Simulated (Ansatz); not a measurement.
# C₄H₈OSi: up Jacob's ladder to CCSD(T)

The task here is to estimate one member of a computed series from the others.

Method: functionals in def2-TZVPP, the program's frozen cores in correlated methods; program: Ansatz 0.2.0, Gaussian basis.

The runs, in order: LDA (SPW92), PBE-D4, revPBE-D4, BLYP-D4, r2SCAN-D4, B97M-V, PBE0-D4, B3LYP-D4, r2SCANh-D4, r2SCAN0-D4, HSE06-D4, BHLYP-D4, CAM-B3LYP-D4, LC-ωPBE, ωB97X-V, ωB97M-V, B2PLYP, PBE-QIDH; CCSD(T)/def2-SVP; CCSD(T)/def2-TZVPP; CCSD(T)/def2-QZVPP; extrapolation to the limit; RPA on PBE.

**The geometry**

The geometry comes from an earlier relaxation with PBE0-D4 in a triple-zeta def2 set; it is a stationary point, not always the lowest conformer.

SMILES `C#C[SiH](C)OC`, 14 atoms, charge 0, spin multiplicity 1.

Atoms are counted from 1 here; the program's logs count them from 0.

Bond lengths: C1–C2 1.207 Å, C1–H7 1.066 Å, C2–Si3 1.835 Å, Si3–C4 1.850 Å, Si3–O5 1.639 Å, Si3–H8 1.489 Å, C4–H9 1.092 Å, C4–H10 1.092 Å, C4–H11 1.092 Å, O5–C6 1.409 Å, C6–H12 1.091 Å, C6–H13 1.095 Å, C6–H14 1.096 Å. Angles: C2–C1–H7 179.8°, C1–C2–Si3 179.7°, C2–Si3–C4 110.8°, C2–Si3–O5 109.6°, C2–Si3–H8 106.4°, C4–Si3–O5 107.8°, C4–Si3–H8 112.2°, O5–Si3–H8 110.1°, Si3–C4–H9 110.5°, Si3–C4–H10 110.5°, Si3–C4–H11 110.4°, H9–C4–H10 108.6°, H9–C4–H11 108.5°, H10–C4–H11 108.4°, Si3–O5–C6 123.2°, O5–C6–H12 108.2°, O5–C6–H13 111.3°, O5–C6–H14 111.5° and more.

Set-up of the first run:

in.yaml reads:

```yaml
crystal:
  periodic: [false, false, false]
  atoms:
    - {symbol: C, position_ang: [-1.879797, 1.138196, 1.708778]}
    - {symbol: C, position_ang: [-1.217107, 0.450215, 0.971093]}
    - {symbol: Si, position_ang: [-0.205562, -0.588176, -0.154159]}
    - {symbol: C, position_ang: [0.509295, -2.033701, 0.752618]}
    - {symbol: O, position_ang: [1.040495, 0.296492, -0.747937]}
    - {symbol: C, position_ang: [0.863046, 1.498736, -1.460261]}
    - {symbol: H, position_ang: [-2.465800, 1.743658, 2.361978]}
    - {symbol: H, position_ang: [-1.107212, -1.009871, -1.261223]}
    - {symbol: H, position_ang: [1.110967, -2.647887, 0.078997]}
    - {symbol: H, position_ang: [1.144323, -1.693831, 1.573261]}
    - {symbol: H, position_ang: [-0.287694, -2.654741, 1.168122]}
    - {symbol: H, position_ang: [1.846181, 1.868763, -1.755547]}
    - {symbol: H, position_ang: [0.372794, 2.258535, -0.842118]}
    - {symbol: H, position_ang: [0.263270, 1.344210, -2.364800]}
basis:
  gaussian: {orbitals: def2-TZVPP}
hamiltonian: {xc: lda}
output: {orbitals: {seedname: orbitals}}
```

Steps of the session up to this table: LDA; PBE-D4 (GGA); revPBE-D4 (GGA); BLYP-D4 (GGA); r2SCAN-D4 (meta-GGA); B97M-V (meta-GGA); PBE0-D4 (hybrid); B3LYP-D4 (hybrid); r2SCANh-D4 (hybrid); r2SCAN0-D4 (hybrid); HSE06-D4 (hybrid); BHLYP-D4 (hybrid); CAM-B3LYP-D4 (range-separated); LC-ωPBE (range-separated); ωB97X-V (range-separated); ωB97M-V (range-separated); B2PLYP (double hybrid); PBE-QIDH (double hybrid).

One of the session's tables, all rows but one given; the rest of the session is left out.

It belongs to the step «Frontier levels by functional». 

| functional | HOMO (eV) | gap (eV) |
| --- | --- | --- |
| LDA (SPW92) | -6.73 | 5.39 |
| PBE-D4 | -6.62 | 5.55 |
| revPBE-D4 | -6.57 | 5.61 |
| BLYP-D4 | -6.54 | 5.62 |
| r2SCAN-D4 | -6.94 | 6.13 |
| B97M-V | ? | ? |
| PBE0-D4 | -8.05 | 7.93 |
| B3LYP-D4 | -7.83 | 7.50 |
| r2SCANh-D4 | -7.49 | 7.01 |
| r2SCAN0-D4 | -8.23 | 8.26 |
| HSE06-D4 | -7.65 | 7.14 |
| BHLYP-D4 | -9.17 | 10.09 |
| CAM-B3LYP-D4 | -9.43 | 10.43 |
| LC-ωPBE | -10.81 | 12.98 |
| ωB97X-V | -10.44 | 12.49 |
| ωB97M-V | -10.31 | 12.17 |

Q: Estimate the row for B97M-V from the others.

**Answer.** HOMO (eV): -7.04; gap (eV): 6.23. In the column «HOMO (eV)» it lies between r2SCANh-D4 (-7.49) and r2SCAN-D4 (-6.94).
